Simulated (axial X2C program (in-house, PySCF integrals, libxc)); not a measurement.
# SbSH: bond lengths and stretches, held linear

The task here is to estimate one member of a computed series from the others.

The runs use an in-house X2C program for linear molecules on PySCF integrals; all-electron X2C, two-component (2c) or spin-free, Sb dyall-v3z, S dyall-av3z, H dyall-v3z.

All values are calculated.

2 further runs of the same task are left out: 2 set aside as unsound or not needed.

The first run:

task.json

```json
{"zs": [51, 16, 1], "q": 0, "bas": ["dyall-v3z", "dyall-av3z", "dyall-v3z"], "r0": [2.43, 1.34], "symm": 0, "scan": ["PBE0", "HF", "B3LYP"], "levels": ["PBE0", "HF", "B3LYP"], "nst": 2}
```

Keys: zs atomic numbers; q charge; bas basis sets; r0 starting distance in Å; symm equal bonds; scan levels of the two-bond scan (MP2 follows by itself at each HF point); levels methods; nst determinants followed.

Command:

```
$ python solin.py task.json out
```

Masses Sb 120.904, S 31.972, H 1.008 u.

Among the steps run: Scan at PBE0, 2c; Scan at HF, 2c; Scan at B3LYP, 2c.

One of the session's tables, all rows but one given; the rest of the session is left out.

| level | r(Sb–S) (Å) | r(S–H) (Å) | lower stretch (cm⁻¹) | upper stretch (cm⁻¹) |
| --- | --- | --- | --- | --- |
| PBE0, 2c | 2.370 | 1.337 | 367.1 | 2740.5 |
| HF, 2c | 2.407 | 1.322 | 348.9 | 2876.8 |
| B3LYP, 2c | 2.404 | 1.339 | 342.1 | 2692.5 |
| MP2, 2c | ? | ? | ? | ? |
| PBE0, spin-free | 2.365 | 1.336 | 371.3 | 2753.5 |
| HF, spin-free | 2.403 | 1.321 | 353.0 | 2886.2 |
| B3LYP, spin-free | 2.398 | 1.338 | 348.9 | 2710.9 |
| MP2, spin-free | 2.371 | 1.332 | 377.6 | 2787.1 |

Q: Estimate the row for MP2, 2c from the others.

As computed: r(Sb–S) (Å): 2.374; r(S–H) (Å): 1.332; lower stretch (cm⁻¹): 375.0; upper stretch (cm⁻¹): 2781.7. In the column «r(Sb–S) (Å)» it lies between MP2, spin-free (2.371) and B3LYP, spin-free (2.398).

Scans not shown above were run alike.

MP2 freezes inner shells (threshold -2 hartree). The molecule was held linear; bending was not examined, so a bent shape may lie lower. Open-shell Ω = 0 determinants with evenly filled partner blocks cannot be reached by this program, so the Ω shown need not be the lowest component. Note: several unpaired electrons, one determinant need not be a pure state.
